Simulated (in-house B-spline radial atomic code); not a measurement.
# Excited states and polarisability of Lu³⁵⁺ by several methods

How far do the methods of linear response differ for Lu³⁵⁺? Each gives excitation energies, polarisability and C6.

Program: in-house B-spline radial atomic code version 1. Level of theory: linear response of a closed shell, each method with its own adiabatic kernel; spin-free one-electron X2C, finite nucleus; B-spline basis; no spin-orbit coupling, no double excitations; only terms of natural parity, (−1)^L, with L up to 3 are computed. These are calculated values, not measurements, unless marked.

## (1) Starting point

| Property | Result |
| --- | --- |
| element | lutetium (Z = 71) |
| charge | +35 |
| configuration | [Ar] 3d10 4s2 4p6 |
| runs | TDHF; PBE; BSE on G0W0@HF; LC-ωPBE; BP86; B97-1 |

Outer shells as boxes (Hund's rule):

Lu³⁵⁺
```
[Ar] core
3d [↑↓][↑↓][↑↓][↑↓][↑↓]
4s [↑↓]
4p [↑↓][↑↓][↑↓]
```

Rows of excitations, here in order of energy, give L, multiplicity, 0 for full response or 1 for Tamm-Dancoff, hole, particle, weight of that channel, energy (hartree) and multipole strength; threshold is minus the highest occupied level of the method. polarisability lists the dipole (1), quadrupole (2) and octupole (3) values; f_sum adds the dipole strengths of the shells that respond, at most the outer three principal shells; real and imaginary give α at real and imaginary frequencies.

## (2) TDHF

Input settings:

```ini
Z = 71
electrons = 36.0
configuration = [Ar] 3d10 4s2 4p6
hamiltonian = x2c
method = hf
box_radius = 3.57
rms_radius = 5.37
intervals = 64
```

Command:

```
$ python run_td.py task.json out
```

task.json lists these runs, among others, and the program works through them in turn.

Main fields of the result record, rounded:

```text
status: converged
c6 [hartree bohr^6]: 0.0243931
f_sum: 34.061
imaginary [hartree, bohr^3]:
  u: [0.0, 6.48, 15.1, 25.9, 43.2, 64.8, 97.2, 151.0, 216.0, 324.0, 540.0, 1080.0]
  alpha: [0.0592239, 0.03748, 0.0166564, 0.0089043, 0.00493533, 0.00304244, 0.00178738, 0.000930962, 0.000519957, 0.000257867, 0.000102154, 2.75877e-05]
real [hartree, bohr^3]: {"omega": [0.78, 1.95, 3.12, 4.29, 5.46, 6.24, 7.02], "alpha": [0.0597598, 0.0627599, 0.0693215, 0.082198, 0.110074, 0.153264, 0.284775]}
excitations:
  - [1, 3, 0, "4p", "4d", 1.0, 6.26732, 0.0]
  - [1, 3, 1, "4p", "4d", 1.0, 6.27561, 0.0]
  - [3, 3, 0, "4p", "4d", 0.998, 6.37803, 0.0]
  - [3, 3, 1, "4p", "4d", 0.999, 6.40487, 0.0]
  - [3, 1, 0, "4p", "4d", 1.0, 6.7191, 0.075512]
  - [3, 1, 1, "4p", "4d", 1.0, 6.72489, 0.074113]
  - [1, 1, 0, "4p", "4d", 0.998, 7.79793, 3.2039]
  - [1, 1, 1, "4p", "4d", 0.999, 7.94851, 3.9596]
  - [2, 3, 0, "4s", "4d", 0.835, 11.982, 0.0]
  - [2, 3, 1, "4s", "4d", 0.838, 11.987, 0.0]
  - [2, 1, 0, "4s", "4d", 0.998, 12.612, 0.49264]
  - [2, 1, 1, "4s", "4d", 0.998, 12.6224, 0.51037]
  - [2, 3, 0, "4p", "4f", 0.839, 13.3979, 0.0]
  - [2, 3, 1, "4p", "4f", 0.838, 13.3989, 0.0]
  - [2, 1, 0, "4p", "4f", 0.995, 13.7532, 0.64978]
  - [2, 1, 1, "4p", "4f", 0.998, 13.7668, 0.70294]
  - [3, 3, 0, "4s", "4f", 0.998, 19.0619, 0.0]
  - [3, 3, 1, "4s", "4f", 0.998, 19.0644, 0.0]
  - [3, 1, 0, "4s", "4f", 0.999, 19.2745, 0.11188]
  - [3, 1, 1, "4s", "4f", 0.999, 19.2759, 0.1143]
  - "... 76 more rows left out ..."
polarisability [au]: {"1": 0.05922388, "2": 0.008953944, "3": 0.003271136}
threshold [hartree]: 59.41003
highest [hartree]: ["4p", -59.41003]
lowest_empty [hartree]: -50.909
responding_from_n: 2
orbital_gaps [hartree]: {"4p-5s": 24.06238, "4p-5p": 26.42919, "4p-4d": 8.501033, "4p-4f": 15.41011}
```

Wall time 1.3 s (1 thread of Intel Xeon Platinum 8488C (Sapphire Rapids), shared host); peak memory 0.15 GiB.

Lowest ¹P state: 4p→4d ¹P at 212.19 eV, oscillator strength 3.20. Without spin-orbit coupling the levels of so heavy an atom are a model. α = 0.05922 bohr³.

The same in eV, as far as full and Tamm-Dancoff orders agree and the box is not felt:

```
   state  weight  full (eV)  Tamm-Dancoff (eV)      f
4p→4d ³P    1.00     170.54             170.77      -
4p→4d ³F    1.00     173.56             174.29      -
4p→4d ¹F    1.00     182.84             182.99      -
4p→4d ¹P    1.00     212.19             216.29   3.20
4s→4d ³D    0.83     326.05             326.18      -
4s→4d ¹D    1.00     343.19             343.47      -
4p→4f ³D    0.84     364.57             364.60      -
4p→4f ¹D    0.99     374.24             374.61      -
4s→4f ³F    1.00     518.70             518.77      -
4s→4f ¹F    1.00     524.49             524.52      -
4p→5s ³P    1.00     615.71             615.73      -
4p→5s ¹P    1.00     618.57             618.61  0.713
4p→5p ³S    0.98     674.18             674.23      -
4p→5p ³D    1.00     680.57             680.60      -
```

## (3) PBE

Changes to the settings of step 2:

```diff
@@ -4,3 +4,3 @@
 hamiltonian = x2c
-method = hf
+method = pbe,pbe
 box_radius = 3.57
```

Result record:

```text
status: converged
c6 [hartree bohr^6]: 0.02418902
f_sum: 34.0604
excitations:
  - [1, 3, 0, "4p", "4d", 1.0, 6.28887, 0.0]
  - [1, 3, 1, "4p", "4d", 1.0, 6.29449, 0.0]
  - [3, 3, 0, "4p", "4d", 0.999, 6.3435, 0.0]
  - [3, 3, 1, "4p", "4d", 1.0, 6.34947, 0.0]
  - [3, 1, 0, "4p", "4d", 1.0, 6.64981, 0.06752]
  - [3, 1, 1, "4p", "4d", 1.0, 6.65197, 0.069403]
  - [1, 1, 0, "4p", "4d", 0.998, 7.79238, 3.1789]
  - [1, 1, 1, "4p", "4d", 0.999, 7.94723, 3.9407]
  - [2, 3, 0, "4s", "4d", 0.981, 11.5851, 0.0]
  - [2, 3, 1, "4s", "4d", 0.984, 11.5882, 0.0]
  - [2, 1, 0, "4s", "4d", 0.96, 11.9428, 0.22644]
  - [2, 1, 1, "4s", "4d", 0.962, 11.9483, 0.2348]
  - [2, 3, 0, "4p", "4f", 0.985, 12.8703, 0.0]
  - [2, 3, 1, "4p", "4f", 0.984, 12.8731, 0.0]
  - [2, 1, 0, "4p", "4f", 0.967, 13.4824, 0.90863]
  - [2, 1, 1, "4p", "4f", 0.962, 13.4973, 0.9642]
  - "... 80 more rows left out ..."
polarisability [au]: {"1": 0.05893112, "2": 0.009020171, "3": 0.003167399}
threshold [hartree]: 58.50061
highest [hartree]: ["4p", -58.50061]
lowest_empty [hartree]: -51.95287
orbital_gaps [hartree]: {"4p-5s": 22.43707, "4p-5p": 24.79786, "4p-4d": 6.547744, "4p-4f": 13.06638}
```

Run time: 1.2 s. Hardware: 1 thread of Intel Xeon Platinum 8488C (Sapphire Rapids), shared host; peak memory 0.15 GiB.

Lowest ¹P state: 4p→4d ¹P at 212.04 eV, oscillator strength 3.18. Without spin-orbit coupling the levels of so heavy an atom are a model. α = 0.05893 bohr³.

## (4) BSE on G0W0@HF

Changes to the settings of step 3:

```diff
@@ -4,3 +4,3 @@
 hamiltonian = x2c
-method = pbe,pbe
+method = bse
 box_radius = 3.57
```

Result record:

```text
status: converged
c6 [hartree bohr^6]: 0.02414795
f_sum: 34.1932
excitations:
  - [1, 3, 0, "4p", "4d", 1.0, 6.29199, 0.0]
  - [1, 3, 1, "4p", "4d", 1.0, 6.29767, 0.0]
  - [3, 3, 0, "4p", "4d", 0.999, 6.40316, 0.0]
  - [3, 3, 1, "4p", "4d", 0.999, 6.41667, 0.0]
  - [3, 1, 0, "4p", "4d", 1.0, 6.72751, 0.072433]
  - [3, 1, 1, "4p", "4d", 1.0, 6.72987, 0.072884]
  - [1, 1, 0, "4p", "4d", 0.998, 7.8114, 3.1987]
  - [1, 1, 1, "4p", "4d", 0.999, 7.97037, 3.979]
  - "... 88 more rows left out ..."
polarisability [au]: {"1": 0.05888452, "2": 0.008829149, "3": 0.003195855}
threshold [hartree]: 59.46843
highest [hartree]: ["4p", -59.41003]
lowest_empty [hartree]: -50.909
orbital_gaps [hartree]: {"4p-5s": 24.06238, "4p-5p": 26.42919, "4p-4d": 8.501033, "4p-4f": 15.41011}
```

Wall time 1.7 s (1 thread of Intel Xeon Platinum 8488C (Sapphire Rapids), shared host); peak memory 0.15 GiB.

The first dipole-allowed state is 4p→4d ¹P, 212.56 eV (f = 3.20). Without spin-orbit coupling the levels of so heavy an atom are a model. α = 0.05888 bohr³.

## (5) LC-ωPBE

Changes to the settings of step 4:

```diff
@@ -4,3 +4,3 @@
 hamiltonian = x2c
-method = bse
+method = lc_wpbe
 box_radius = 3.57
```

Result record:

```text
status: converged
c6 [hartree bohr^6]: 0.02423921
f_sum: 34.0603
excitations:
  - [1, 3, 0, "4p", "4d", 1.0, 6.28616, 0.0]
  - [1, 3, 1, "4p", "4d", 1.0, 6.29217, 0.0]
  - [3, 3, 0, "4p", "4d", 0.999, 6.34245, 0.0]
  - [3, 3, 1, "4p", "4d", 1.0, 6.34883, 0.0]
  - [3, 1, 0, "4p", "4d", 1.0, 6.64961, 0.067773]
  - [3, 1, 1, "4p", "4d", 1.0, 6.65168, 0.06956]
  - [1, 1, 0, "4p", "4d", 0.998, 7.79085, 3.182]
  - [1, 1, 1, "4p", "4d", 0.999, 7.94471, 3.9411]
  - "... 88 more rows left out ..."
polarisability [au]: {"1": 0.05900486, "2": 0.009028733, "3": 0.00317438}
threshold [hartree]: 58.71417
highest [hartree]: ["4p", -58.71417]
lowest_empty [hartree]: -51.72145
orbital_gaps [hartree]: {"4p-5s": 22.86121, "4p-5p": 25.22101, "4p-4d": 6.992718, "4p-4f": 13.51505}
```

It took 1.6 s on 1 thread of Intel Xeon Platinum 8488C (Sapphire Rapids), shared host; peak memory 0.15 GiB.

Lowest ¹P state: 4p→4d ¹P at 212.00 eV, oscillator strength 3.18. Without spin-orbit coupling the levels of so heavy an atom are a model. α = 0.05900 bohr³.

## (6) BP86

Changes to the settings of step 5:

```diff
@@ -4,3 +4,3 @@
 hamiltonian = x2c
-method = lc_wpbe
+method = b88,p86
 box_radius = 3.57
```

Result record:

```text
status: converged
c6 [hartree bohr^6]: 0.02415066
f_sum: 34.0603
excitations:
  - [1, 3, 0, "4p", "4d", 1.0, 6.30187, 0.0]
  - [1, 3, 1, "4p", "4d", 1.0, 6.30706, 0.0]
  - [3, 3, 0, "4p", "4d", 0.999, 6.35087, 0.0]
  - [3, 3, 1, "4p", "4d", 1.0, 6.35657, 0.0]
  - [3, 1, 0, "4p", "4d", 1.0, 6.65153, 0.067508]
  - [3, 1, 1, "4p", "4d", 1.0, 6.65365, 0.069308]
  - [1, 1, 0, "4p", "4d", 0.998, 7.7978, 3.1795]
  - [1, 1, 1, "4p", "4d", 0.999, 7.9531, 3.9417]
  - "... 88 more rows left out ..."
polarisability [au]: {"1": 0.05886184, "2": 0.009008386, "3": 0.003162125}
threshold [hartree]: 58.51364
highest [hartree]: ["4p", -58.51364]
lowest_empty [hartree]: -51.96266
orbital_gaps [hartree]: {"4p-5s": 22.51375, "4p-5p": 24.8747, "4p-4d": 6.550985, "4p-4f": 13.07095}
```

Run time: 1.4 s. Hardware: 1 thread of Intel Xeon Platinum 8488C (Sapphire Rapids), shared host; peak memory 0.15 GiB.

Lowest ¹P state: 4p→4d ¹P at 212.19 eV, oscillator strength 3.18. Without spin-orbit coupling the levels of so heavy an atom are a model. α = 0.05886 bohr³.

## (7) B97-1

Changes to the settings of step 6:

```diff
@@ -4,3 +4,3 @@
 hamiltonian = x2c
-method = b88,p86
+method = b97_1
 box_radius = 3.57
```

Result record:

```text
status: converged
c6 [hartree bohr^6]: 0.02422007
f_sum: 34.0605
excitations:
  - [1, 3, 0, "4p", "4d", 1.0, 6.28875, 0.0]
  - [1, 3, 1, "4p", "4d", 1.0, 6.29451, 0.0]
  - [3, 3, 0, "4p", "4d", 0.999, 6.35951, 0.0]
  - [3, 3, 1, "4p", "4d", 1.0, 6.36756, 0.0]
  - [3, 1, 0, "4p", "4d", 1.0, 6.66059, 0.069111]
  - [3, 1, 1, "4p", "4d", 1.0, 6.66202, 0.070278]
  - [1, 1, 0, "4p", "4d", 0.998, 7.78916, 3.1805]
  - [1, 1, 1, "4p", "4d", 0.999, 7.94311, 3.9406]
  - "... 88 more rows left out ..."
polarisability [au]: {"1": 0.05899198, "2": 0.009003314, "3": 0.00318743}
threshold [hartree]: 58.71275
highest [hartree]: ["4p", -58.71275]
lowest_empty [hartree]: -51.75786
orbital_gaps [hartree]: {"4p-5s": 22.80476, "4p-5p": 25.16478, "4p-4d": 6.954894, "4p-4f": 13.56037}
```

Wall time 1.7 s (1 thread of Intel Xeon Platinum 8488C (Sapphire Rapids), shared host); peak memory 0.15 GiB.

The first dipole-allowed state is 4p→4d ¹P, 211.95 eV (f = 3.18). Without spin-orbit coupling the levels of so heavy an atom are a model. α = 0.05899 bohr³.

## (8) All runs together

| run | threshold (eV) | 4p→4d ¹P (eV) | 4p→4d ³P, Tamm-Dancoff (eV) | α (bohr³) | C6 (hartree bohr⁶) | time |
| --- | --- | --- | --- | --- | --- | --- |
| TDHF | 1616.6 | 212.19 | 170.77 | 0.05922 | 0.02439 | 1.3 s |
| PBE | 1591.9 | 212.04 | 171.28 | 0.05893 | 0.02419 | 1.2 s |
| BSE on G0W0@HF | 1618.2 | 212.56 | 171.37 | 0.05888 | 0.02415 | 1.7 s |
| LC-ωPBE | 1597.7 | 212.00 | 171.22 | 0.05900 | 0.02424 | 1.6 s |
| BP86 | 1592.2 | 212.19 | 171.62 | 0.05886 | 0.02415 | 1.4 s |
| B97-1 | 1597.7 | 211.95 | 171.28 | 0.05899 | 0.02422 | 1.7 s |

α runs from 0.0589 (BP86) to 0.0592 bohr³ (TDHF). The semilocal functionals put the threshold at 1591.9 to 1592.2 eV, under Hartree-Fock's 1616.6 eV, through self-interaction. In this BSE only levels near the gap carry their own quasi-particle shift; deeper ones move rigidly and higher empty ones not at all. Spin-orbit coupling, absent here, splits and mixes these terms strongly in an ion this highly charged, so they need not match single real levels.
